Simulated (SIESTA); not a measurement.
Runs of SIESTA 5.4.2 on Ta3AsAu2O13. The typed cell holds 19 atoms: a = 5.724 Å, b = 6.389 Å, c = 8.473 Å, α = 80.92°, β = 88.19°, γ = 78.31°. The cell was built by a generator and needn't be a form met in nature.

```tsv
task	level	potentials or basis	cell	k mesh	optimiser	force tolerance	gap on the mesh (eV)	pressure (GPa)	relaxed volume (Å³/atom)	largest force (eV/Å)
band structure	PBE	PseudoDojo 0.4 standard (PBE files), TZP (energy shift 0.003 Ry; two zetas on semicore shells)	as given	5 × 5 × 4	-	-	1.17	2.6	-	0.75
electrostatic potential	PBE	PseudoDojo 0.4 standard (PBE files), DZP (energy shift 0.003 Ry; two zetas on semicore shells)	relaxed by the run before	5 × 5 × 4	-	-	1.14	0.0	-	0.01
band structure	PBE	PseudoDojo 0.4 standard (PBE files), DZ (energy shift 0.003 Ry; two zetas on semicore shells)	as given	5 × 5 × 4	-	-	(b)	5.5	-	1.69
band structure	PBE	PseudoDojo 0.4 standard (PBE files), SZ (energy shift 0.003 Ry)	as given	5 × 5 × 4	-	-	0.88	(a)	-	5.25
relaxation of cell and atoms	PBE	PseudoDojo 0.4 standard (PBE files), DZP (energy shift 0.003 Ry; two zetas on semicore shells)	relaxed	5 × 5 × 4	Broyden	0.01 eV/Å	1.14	0.0	15.82	0.01
relaxation of cell and atoms	PBEsol	PseudoDojo 0.4 standard (PBEsol files), DZP (energy shift 0.003 Ry; two zetas on semicore shells)	relaxed	4 × 4 × 3	Broyden	0.02 eV/Å	1.21	0.0	15.12	0.02
band structure	PBE	PseudoDojo 0.4 standard (PBE files), DZP (energy shift 0.003 Ry; two zetas on semicore shells)	as given	5 × 5 × 4	-	-	1.16	(c)	-	0.86
```

Alike in all rows: no spin polarisation; smearing fermi-dirac 0.05 eV; grid cutoff 800 Ry; energy shift 0.003 Ry.

Estimate the missing entries.

(a) 10.5; (b) 1.04; (c) 3.8.

Caveats: short orbitals over semicore shells can move pressures by several GPa; spin-orbit coupling is left out, which moves the levels of the heavy elements; the basis of atomic orbitals isn't converged, which shifts pressures, moduli and gaps; an odd mesh through Γ misses points on the zone boundary, where band edges often lie (some runs); the basis has no polarisation orbitals (some runs); forces of over 1 eV/Å show positions far from the minimum, so gaps and moduli don't describe the material at rest (some runs).

A k mesh can miss the band edges, and the runs leave out spin-orbit coupling on As, Au, Ta.
